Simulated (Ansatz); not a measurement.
# Ti3In: the cost of one run

Program: Ansatz 0.2.0 through its Python package. Level of theory: DFT r2SCAN, plane waves, PAW. These are calculated values, not measurements.

### Step 1. Starting point

Ti3In Pm-3m: Symmetry: Pm-3m, No. 221, cubic system. The conventional cell has a = 4.156 Å, b = 4.156 Å, c = 4.156 Å, α = 90.00°, β = 90.00°, γ = 90.00°. Ti (site symmetry 4/mmm) is surrounded by 8 Ti at 2.94 Å and 4 In at 2.94 Å. Around In (site symmetry m-3m) lie 12 Ti at 2.94 Å.

Ti3In Fm-3m: The structure is cubic, space group Fm-3m (No. 225). The conventional cell has a = 6.642 Å, b = 6.642 Å, c = 6.642 Å, α = 90.00°, β = 90.00°, γ = 90.00°. Ti (site symmetry -43m) has 4 In at 2.88 Å and 4 Ti at 2.88 Å as nearest neighbours. Around Ti (site symmetry m-3m) lie 8 Ti at 2.88 Å. Around In (site symmetry m-3m) lie 8 Ti at 2.88 Å.

The script holds or builds the structure itself.

### Step 2. The script

polymorphs.py reads:

```python
import warnings

import ansatz as az
import numpy as np
import pandas as pd
import spglib

config = {
    "cutoff_ev": 530,
    "kspacing": 0.33,
    "occupations": "fermi_dirac",
    "smearing_width": 0.1,
}

PHASES = {
    "Pm-3m": (
        [(4.156228, 0.0, 0.0), (0.0, 4.156228, 0.0), (0.0, 0.0, 4.156228)],
        [
            ("Ti", (0.0, 0.5, 0.5)),
            ("Ti", (0.5, 0.0, 0.5)),
            ("Ti", (0.5, 0.5, 0.0)),
            ("In", (0.0, 0.0, 0.0)),
        ],
    ),
    "Fm-3m": (
        [(0.0, 3.321058, 3.321058), (3.321058, 0.0, 3.321058), (3.321058, 3.321058, 0.0)],
        [
            ("Ti", (0.75, 0.75, 0.75)),
            ("Ti", (0.0, 0.0, 0.0)),
            ("Ti", (0.25, 0.25, 0.25)),
            ("In", (0.5, 0.5, 0.5)),
        ],
    ),
}


def build(vectors, sites):
    crystal = az.Crystal(lattice=az.Lattice.of(vectors))
    for symbol, position in sites:
        crystal = crystal.atom(symbol, position)
    return crystal


def compute(name, crystal):
    calc = (
        crystal.calculation()
        .basis(config["cutoff_ev"])
        .functional(az.Functional.R2SCAN)
        .kpoints(spacing=config["kspacing"])
        .occupations(config["occupations"], width=config["smearing_width"])
        .stress()
        .band_table()
    )
    calc = calc.relax(force_tolerance=0.03, max_steps=40, cell=True)
    return calc.run()


def volume_per_atom(outcome):
    return abs(np.linalg.det(outcome.lattice.cell_ang)) / len(outcome.lattice.sites)


def space_group(outcome):
    sites = outcome.report["lattice"]["sites"]
    kinds = sorted({site["symbol"] for site in sites})
    cell = (outcome.lattice.cell_ang, [site["position_frac"] for site in sites], [kinds.index(site["symbol"]) for site in sites])
    return spglib.get_spacegroup(cell, symprec=0.01)

warnings.simplefilter("ignore", az.DeckWarning)

phases = {name: build(*cell) for name, cell in PHASES.items()}

done = {}
for name, crystal in phases.items():
    try:
        done[name] = compute(name, crystal)
    except az.NonConvergedError as error:
        print(name, "did not converge:", str(error)[:120])

energy = {name: o.report["energy_sigma0_ev"] / len(o.lattice.sites) for name, o in done.items()}
lowest = min(energy.values())
rows = [(name, len(o.lattice.sites), 1000 * (energy[name] - lowest), volume_per_atom(o), space_group(o)) for name, o in done.items()]
rows.sort(key=lambda row: row[2])
print(pd.DataFrame(rows, columns=["phase", "atoms", "dE (meV/atom)", "V (A^3/atom)", "space group"]).round(4).to_string(index=False))
```

### Step 3. The input behind the calls

The engine receives this input (first run):

```yaml
crystal:
  lattice:
    - [4.156228, 0.0, 0.0]
    - [0.0, 4.156228, 0.0]
    - [0.0, 0.0, 4.156228]
  atoms:
    - { symbol: Ti, position: [0.0, 0.5, 0.5] }
    - { symbol: Ti, position: [0.5, 0.0, 0.5] }
    - { symbol: Ti, position: [0.5, 0.5, 0.0] }
    - { symbol: In, position: [0.0, 0.0, 0.0] }
basis:
  ecutwfc: 530.0
kpoints:
  mp_grid:
    kspacing: 0.33
hamiltonian:
  xc: r2scan
scf:
  occupations:
    method: fermi_dirac
    width: 0.1
relax:
  f_tol: 0.03
  max_steps: 40
  cell: {}
output:
  stress: true
  eigenvalues: true
```

### Step 4. The run

Started as:

```bash
python polymorphs.py
```

What time and memory should one allow on 1 thread of Arm Neoverse V1, shared host?

About 33 s, with a peak of 0.7 GiB.
